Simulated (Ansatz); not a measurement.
# TiH3: the cost of one run

Program: Ansatz 0.2.0. Level of theory: DFT PBE, scalar-relativistic, plane waves, PAW. These are calculated values, not measurements.

1 further run of the same task is left out (set aside as unsound or not needed).

## (1) The starting structure

The structure is cubic, space group Im-3m (No. 229). The conventional cell has a = 3.718 Å, b = 3.718 Å, c = 3.718 Å, α = 90.00°, β = 90.00°, γ = 90.00°. Ti (site symmetry m-3m) has 6 H at 1.86 Å as nearest neighbours. Around H (site symmetry 4/mmm) lie 2 Ti at 1.86 Å and 4 H at 1.86 Å.

As a file:

```xyz
4
Lattice="-1.8592 1.8592 1.8592 1.8592 -1.8592 1.8592 1.8592 1.8592 -1.8592" Properties=species:S:1:pos:R:3 pbc="T T T"
Ti    0.0000    0.0000    0.0000
H     1.8592    0.0000    0.0000
H     0.0000    1.8592    0.0000
H     0.0000    0.0000    1.8592
```

It is the end of an earlier relaxation with the same method, from a generated guess; it is a trial structure. At a tolerance of 0.05 Å it has space group Im-3m (No. 229); it has 6.43 Å³/atom, an uncorrected energy of +0.33 eV/atom over the elements.

## (2) Static run: bands, density of states and charges

input.yaml reads:

```yaml
crystal:
  lattice:
    - [-1.8592377561, 1.8592377561, 1.8592377561]
    - [1.8592377561, -1.8592377561, 1.8592377561]
    - [1.8592377561, 1.8592377561, -1.8592377561]
  atoms:
    - { symbol: Ti, position: [0.0, 0.0, 0.0] }
    - { symbol: H, position: [0.0, 0.5, 0.5] }
    - { symbol: H, position: [0.5, 0.0, 0.5] }
    - { symbol: H, position: [0.5, 0.5, 0.0] }
basis:
  ecutwfc: 420
kpoints:
  mp_grid: { grid: [18, 18, 18] }
  band_path:
    path:
      - [[0.0, 0.0, 0.0], [0.5, -0.5, 0.5], [0.0, 0.0, 0.5], [0.0, 0.0, 0.0], [0.25, 0.25, 0.25], [0.5, -0.5, 0.5]]
      - [[0.25, 0.25, 0.25], [0.0, 0.0, 0.5]]
    npoints: 14
hamiltonian:
  xc: pbe
scf:
  occupations: { method: gaussian, width: 0.1 }
  n_extra_bands: 10
output:
  forces: true
  stress: true
  eigenvalues: true
  populations: true
  dos: { projected: true, de: 0.02, nscf_kmesh: { grid: [22, 22, 22] } }
  bader: true
  write_density: true
  write_potential: true
  elf: true
  volumetric_format: npy
```

The run is started by

```console
ansatz run input.yaml --threads 1 --pin off --max-ram 2048MiB --backend cpu --events-out ev --progress --plain --runs-dir out
```

What time and memory should one allow on 1 thread of Arm Neoverse V1, shared host?

About 39 s, with a peak of 0.35 GiB.
